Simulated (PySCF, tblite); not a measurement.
# C4H5F4NO: geometry, infrared bands, NMR shifts, spin-spin couplings and electronic excitations

Aim: predict the infrared bands, NMR shifts, spin-spin couplings and electronic excitations of C4H5F4NO (`C/N=C\[C@H](F)OC(F)(F)F`).

The runs use tblite 0.8.0 and PySCF 2.14.0, with density-fitted response routines of our own; the level of theory stands in each step. All values are computed, except where a source is named. Atoms are numbered from 0 throughout.

### 1 Starting geometry

15 atoms, charge 0, multiplicity 1; geometry from: force field or distance geometry start.

Bonds of the start (Å): C0–N1 1.45, N1–C2 1.31, C2–C3 1.51, C3–F4 1.38, C3–O5 1.40, O5–C6 1.41, C6–F7 1.34, C6–F8 1.35, C6–F9 1.34, C0–H10 1.09, C0–H11 1.10, C0–H12 1.09, C2–H13 1.10, C3–H14 1.09.

### 2 Optimising the geometry with GFN2-xTB

The job: settings as JSON, then the geometry in Å.

```
{"job": {"kind": "relax", "xc": "GFN2-xTB", "basis": "xTB"}, "charge": 0, "multiplicity": 1}
C     -2.064300     0.167200    -0.670500
N     -1.991700     0.531200     0.728800
C     -0.885700     0.251500     1.379900
C      0.358700    -0.401100     0.837100
F      0.939400    -1.165900     1.822700
O      1.264100     0.617800     0.527800
C      2.147900     0.164600    -0.466400
F      1.471400    -0.053000    -1.600800
F      2.760800    -0.980300    -0.083300
F      3.077600     1.101700    -0.688100
H     -1.242000     0.581000    -1.248300
H     -2.997900     0.585100    -1.085400
H     -2.120700    -0.914400    -0.790500
H     -0.836300     0.572800     2.429100
H      0.114400    -1.050000     0.001300
```

Started as:

```sh
$ OMP_NUM_THREADS=1 python probes_run.py task.json out
```

One launch serves the whole session: the jobs run in the order shown.

**Question.** This job is followed by: GFN2-xTB harmonic vibrations, gas phase; PBE0-D3(BJ)/def2-SVP geometry optimisation, gas phase; GIAO PBE0/pcSseg-1 NMR shielding, non-relativistic, gas phase; B3LYP/pcJ-1 indirect spin-spin coupling, non-relativistic, gas phase; TDDFT wB97X-D/def2-SVPD, vertical, gas phase, core orbitals frozen in the response; GIAO HF/pcSseg-1 NMR shielding, non-relativistic, gas phase. What will the session give for the following? strongest single infrared mode (GFN2-xTB); zero-point energy (GFN2-xTB); point group; rotational constants (main isotopes); 13C shifts against TMS (PBE0/pcSseg-1); 1H shifts against TMS (PBE0/pcSseg-1, means over atoms taken as alike); 15N shifts against NH3 (PBE0/pcSseg-1); 19F shifts against CFCl3 (PBE0/pcSseg-1, means over atoms taken as alike); 17O shifts against H2O (PBE0/pcSseg-1); largest coupling of the table (B3LYP/pcJ-1); lowest singlet (wB97X-D/def2-SVPD); brightest single state of those computed; lowest triplet; vertical ionisation energy (ΔSCF); range of the shift of F4.

As calculated:

```
                                                                 quantity                         value
                                strongest single infrared mode (GFN2-xTB)         1191 cm⁻¹, 601 km/mol
                                             zero-point energy (GFN2-xTB)                 59.2 kcal/mol
                                                              point group                            C1
                                     rotational constants (main isotopes)          1.98, 0.97, 0.75 GHz
                                   13C shifts against TMS (PBE0/pcSseg-1)  162.5, 127.9, 98.0, 43.3 ppm
   1H shifts against TMS (PBE0/pcSseg-1, means over atoms taken as alike)          7.62, 6.01, 3.61 ppm
                                   15N shifts against NH3 (PBE0/pcSseg-1)                     406.7 ppm
19F shifts against CFCl3 (PBE0/pcSseg-1, means over atoms taken as alike)             -72.9, -160.8 ppm
                                   17O shifts against H2O (PBE0/pcSseg-1)                     169.5 ppm
                              largest coupling of the table (B3LYP/pcJ-1)      1J(C,F) C6–F7, -337.5 Hz
                                       lowest singlet (wB97X-D/def2-SVPD)   4.70 eV (264 nm), f = 0.003
                                 brightest single state of those computed   state 2, 7.67 eV, f = 0.200
                                                           lowest triplet                       3.94 eV
                                        vertical ionisation energy (ΔSCF)                       9.98 eV
                                                 range of the shift of F4          -160.8 to -124.9 ppm
```

In words: Over 112 steps the energy fell by 0.420 eV; of the close pairs, O5–C6 changed most, 1.405 to 1.331 Å (GFN2-xTB). No mode is imaginary among the 39: a minimum at this level. The strongest single mode, at 1191 cm⁻¹, moves mainly C6. GFN2-xTB is a fitted tight-binding method: band positions and strengths are rough. Its intensities can rank the bands wrongly. Over 6 steps the energy fell by 0.083 eV; of the close pairs, O5–C6 changed most, 1.331 to 1.350 Å (PBE0/def2-SVP). No frequency check was run at this level, so the end point may be a saddle. At PBE0/pcSseg-1: The widest tensor belongs to N1: span 814 ppm, with a paramagnetic part of -467 ppm. In the run at B3LYP/pcJ-1, the largest coupling of the table is C6–F7 (mean over like pairs), -337.5 Hz, of which the Fermi-contact term gives -305.6 Hz. Couplings across rotatable bonds belong to this one conformer; where others are populated, the observed values are averages. Density functionals describe couplings to fluorine poorly, F–F couplings above all, so those rows are rough. The first singlet state (HOMO→LUMO 0.98) lies at 4.70 eV and is weak; of the 10 states computed, the strongest absorption comes from state 2 at 7.67 eV. The lowest triplet lies 0.77 eV below the lowest singlet (triplets in Tamm-Dancoff, singlets in full TDDFT). The orbital energy would give 9.66 eV for ionisation, ΔSCF gives 9.98 eV. In ppm, F4 moves most: its shift spreads over 35.9 ppm, from -160.8 (PBE0/pcSseg-1) to -124.9 (HF/pcSseg-1).
